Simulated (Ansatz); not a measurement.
**CoO under changes of volume**

One of the cells (9.684 Å³/atom); the others are scaled copies at fixed shape and fractional positions:

```xyz
2
Lattice="0.0000 2.1315 2.1315 2.1315 0.0000 2.1315 2.1315 2.1315 0.0000" Properties=species:S:1:pos:R:3 pbc="T T T"
Co    0.0000    0.0000    0.0000
O     2.1315    2.1315    2.1315
```

- Program: Ansatz 0.2.0
- Functional: PBE
- Potentials or basis: Ansatz PAW
- Cutoff: 420 eV (not typed: the program's choice for these potentials)
- k mesh: 11 × 11 × 11
- Occupations: fermi-dirac, width 0.05 eV
- Spin: collinear spin, ferromagnetic start
- Starting moments: [2.0, 0.0] μB

| volume (Å³/atom) | energy over the lowest point (meV/atom) | pressure (GPa) | moment (μB per cell) |
| --- | --- | --- | --- |
| 9.103 | ? | ? | ? |
| 9.297 | 3.97 | 5.3 | 2.83 |
| 9.490 | 0.00 | 1.5 | 2.88 |
| 9.684 | 0.21 | -1.9 | 2.93 |
| 9.878 | 4.40 | -5.0 | 2.96 |
| 10.071 | 12.25 | -7.9 | 2.98 |
| 10.265 | 23.62 | -10.6 | 2.99 |

Problem. What does the run at 9.103 Å³/atom give?

Solution. Energy over the lowest point 12.89 meV/atom; pressure 9.4 GPa; moment 2.77 μB per cell.

Worked out: A Birch-Murnaghan fit of order 3 (a polynomial in V^(-2/3)) to the other rows has its minimum at 9.58 Å³/atom with B0 = V·E''(V) = 167 GPa (rough, since the energies scatter). It gives 12.45 meV/atom at 9.103 Å³/atom, against the run's 12.89, and -dE/dV = 8.9 GPa, against 9.4. A parabola through the other rows of the moment, of slope 0.374 μB per Å³/atom there, extrapolates to 2.76 μB, against the run's 2.77.

Energies are extrapolated to zero smearing.

Caveats: a cell with one magnetic atom can't hold antiferromagnetic order, which such compounds often take.
